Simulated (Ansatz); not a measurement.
# C2H3AlSi: the cost of one run

All numbers below are computed with Ansatz 0.2.0 (RKS PBE0-D4/def2-SVP).

## 1. The structure to begin with

Bond lengths: C1–Si2 1.790 Å, Si2–Al3 2.372 Å, C1–C4 1.372 Å, Al3–H5 1.635 Å, C4–H6 1.097 Å, C4–H7 1.096 Å. Angles: C1–Si2–Al3 87.9°, Si2–C1–C4 108.4°, Si2–Al3–H5 173.5°, C1–C4–H6 119.7°, C1–C4–H7 119.8°, H6–C4–H7 110.3°.

Structure file:

```xyz
7

C    -1.2200   -0.6835    0.8425
Si    0.2055   -1.6742    1.2782
Al    1.4962   -0.2860   -0.1470
C    -0.8166    0.2962   -0.0299
H     2.2292    0.7627   -1.1655
H    -0.7778    1.3399    0.3045
H    -1.1165    0.2450   -1.0829
```

## 2. End point A

Input file input.yaml:

```yaml
crystal:
  periodic: [false, false, false]
  atoms:
    - { symbol: C, position_ang: [-1.22, -0.6835, 0.84247] }
    - { symbol: Si, position_ang: [0.20546, -1.67417, 1.27819] }
    - { symbol: Al, position_ang: [1.49622, -0.28603, -0.14697] }
    - { symbol: C, position_ang: [-0.81658, 0.29616, -0.02987] }
    - { symbol: H, position_ang: [2.2292, 0.76266, -1.16549] }
    - { symbol: H, position_ang: [-0.77778, 1.33992, 0.30453] }
    - { symbol: H, position_ang: [-1.11652, 0.24497, -1.08285] }
basis:
  gaussian: { orbitals: def2-SVP }
hamiltonian:
  xc: pbe0
  dispersion: d4
relax:
  f_tol: 0.015
  max_steps: 40
```

Started as:

```
$ ansatz run input.yaml --threads 1 --pin off --max-ram 2048MiB --backend cpu --events-out ev --progress --plain --runs-dir out
```

**Question.** How long does this run take on 1 thread of Intel Xeon Platinum 8375C at 2.90GHz (Ice Lake), shared host, and how much memory does it need?

About 39 s, with a peak of 0.16 GiB.
